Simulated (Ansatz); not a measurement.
# C2H9F2GeNSi: up Jacob's ladder to CCSD(T)

Aim: compute C2H9F2GeNSi with functionals from several rungs and with coupled cluster, and see how far each lands from CCSD(T) at the basis-set limit for the atomisation energy.

Computed with Ansatz 0.2.0, Gaussian basis. Level: functionals in def2-TZVPP, the program's frozen cores in correlated methods.

Plan: LDA (SPW92), PBE-D4, revPBE-D4, BLYP-D4, r2SCAN-D4, B97M-V, PBE0-D4, B3LYP-D4, r2SCANh-D4, r2SCAN0-D4, HSE06-D4, BHLYP-D4, CAM-B3LYP-D4, LC-ωPBE, ωB97X-V, ωB97M-V, B2PLYP, PBE-QIDH; CCSD(T)/def2-SVP; CCSD(T)/def2-TZVPP; MP2/def2-QZVPP; extrapolation to the limit; RPA on PBE.

1 further run of the same task is left out (it didn't finish).

### 1 The geometry

The geometry comes from an earlier relaxation with PBE0-D4 in a triple-zeta def2 set; it is a stationary point, not always the lowest conformer.

SMILES `[CH3][GeH2][NH][Si](C)(F)F`, 16 atoms, charge 0, spin multiplicity 1.

Atoms are counted from 1 here; the program's logs count them from 0.

Bond lengths: C1–Ge2 1.947 Å, C1–H8 1.091 Å, C1–H9 1.091 Å, C1–H10 1.091 Å, Ge2–N3 1.851 Å, Ge2–H11 1.540 Å, Ge2–H12 1.538 Å, N3–Si4 1.689 Å, N3–H13 1.010 Å, Si4–C5 1.842 Å, Si4–F6 1.594 Å, Si4–F7 1.597 Å, C5–H14 1.093 Å, C5–H15 1.092 Å, C5–H16 1.092 Å. Angles: Ge2–C1–H8 110.0°, Ge2–C1–H9 110.2°, Ge2–C1–H10 110.6°, H8–C1–H9 108.5°, H8–C1–H10 108.9°, H9–C1–H10 108.6°, C1–Ge2–N3 110.7°, C1–Ge2–H11 110.5°, C1–Ge2–H12 111.5°, N3–Ge2–H11 107.9°, N3–Ge2–H12 105.6°, H11–Ge2–H12 110.4°, Ge2–N3–Si4 128.8°, Ge2–N3–H13 113.6°, Si4–N3–H13 117.1°, N3–Si4–C5 112.6°, N3–Si4–F6 109.4°, N3–Si4–F7 112.0° and more.

### 2 LDA

This LDA is Slater exchange with PW92 correlation.

in.yaml reads:

```yaml
crystal:
  periodic: [false, false, false]
  atoms:
    - {symbol: C, position_ang: [1.089736, -2.011826, -0.689868]}
    - {symbol: Ge, position_ang: [-0.659653, -1.185399, -0.910848]}
    - {symbol: N, position_ang: [-0.502528, 0.654192, -1.047440]}
    - {symbol: Si, position_ang: [-0.065459, 1.770551, 0.141730]}
    - {symbol: C, position_ang: [-0.275098, 1.106022, 1.846696]}
    - {symbol: F, position_ang: [-0.913639, 3.106500, -0.048684]}
    - {symbol: F, position_ang: [1.443529, 2.264486, -0.028755]}
    - {symbol: H, position_ang: [1.726173, -1.771108, -1.542195]}
    - {symbol: H, position_ang: [1.570087, -1.639555, 0.216410]}
    - {symbol: H, position_ang: [0.995618, -3.096523, -0.613481]}
    - {symbol: H, position_ang: [-1.559299, -1.494678, 0.300342]}
    - {symbol: H, position_ang: [-1.338423, -1.641308, -2.213963]}
    - {symbol: H, position_ang: [-0.588141, 0.998343, -1.992955]}
    - {symbol: H, position_ang: [0.354420, 0.228897, 2.015009]}
    - {symbol: H, position_ang: [-1.312871, 0.823729, 2.034736]}
    - {symbol: H, position_ang: [0.012648, 1.865075, 2.577467]}
basis:
  gaussian: {orbitals: def2-TZVPP}
hamiltonian: {xc: lda}
output: {orbitals: {seedname: orbitals}}
```

The runs that follow: PBE-D4 (GGA); revPBE-D4 (GGA); BLYP-D4 (GGA); r2SCAN-D4 (meta-GGA); B97M-V (meta-GGA); PBE0-D4 (hybrid); B3LYP-D4 (hybrid); r2SCANh-D4 (hybrid); r2SCAN0-D4 (hybrid); HSE06-D4 (hybrid); BHLYP-D4 (hybrid); CAM-B3LYP-D4 (range-separated); LC-ωPBE (range-separated); ωB97X-V (range-separated); ωB97M-V (range-separated); B2PLYP (double hybrid); PBE-QIDH (double hybrid); CCSD(T) in def2-SVP; CCSD(T) in def2-TZVPP; MP2 in def2-QZVPP; RPA on PBE orbitals.

Before running them: what should the planned runs give, taken together? Wanted: atomisation energy, CCSD(T)/CBS; farthest beyond LDA; mean size of error, GGA; mean size of error, meta-GGA; mean size of error, hybrid; mean size of error, range-separated; mean size of error, double hybrid; gap, smallest and largest; T1 diagnostic.

As calculated:

| quantity | value |
| --- | --- |
| atomisation energy, CCSD(T)/CBS | 1447.0 kcal/mol |
| functionals within 14.5 kcal/mol (1.0 %) | PBE-D4, r2SCAN-D4, B97M-V, PBE0-D4, B3LYP-D4, r2SCANh-D4, HSE06-D4, CAM-B3LYP-D4, LC-ωPBE, ωB97X-V, ωB97M-V |
| farthest beyond LDA | BHLYP-D4 (-42.5 kcal/mol) |
| mean size of error, GGA | 16.5 kcal/mol |
| mean size of error, meta-GGA | 2.9 kcal/mol |
| mean size of error, hybrid | 19.3 kcal/mol |
| mean size of error, range-separated | 4.4 kcal/mol |
| mean size of error, double hybrid | 18.8 kcal/mol |
| gap, smallest and largest | 5.87 eV (LDA (SPW92)), 13.10 eV (LC-ωPBE) |
| T1 diagnostic | 0.0109 |
| triples share of the correlation energy | 3.3 % |

In words: LDA overbinds by 184.1 kcal/mol (13 %). PBE-D4 is off by +6.0 kcal/mol. Double hybrids carry the basis error of their MP2 part in triple zeta, and no dispersion term here, so their miss is partly the set-up's. The rungs meta-GGA, range-separated miss on average by less than the doubt on the reference (14.5 kcal/mol), so they tie. Misses under about 14.5 kcal/mol are within the doubt on the reference itself, which lacks core-valence correlation, relativity and higher excitations, and its outer-core shells are covered unevenly. Hartree-Fock recovers 74 % of the binding; the rest is correlation. CCSD(T) in def2-SVP is off by -98.7 kcal/mol, more than most functionals: a good method in a small basis is no reference. Orbital gaps span 5.9 to 13.1 eV; exact exchange widens them. Correlated methods include outer-core shells of Ge, which these sets cover unevenly.
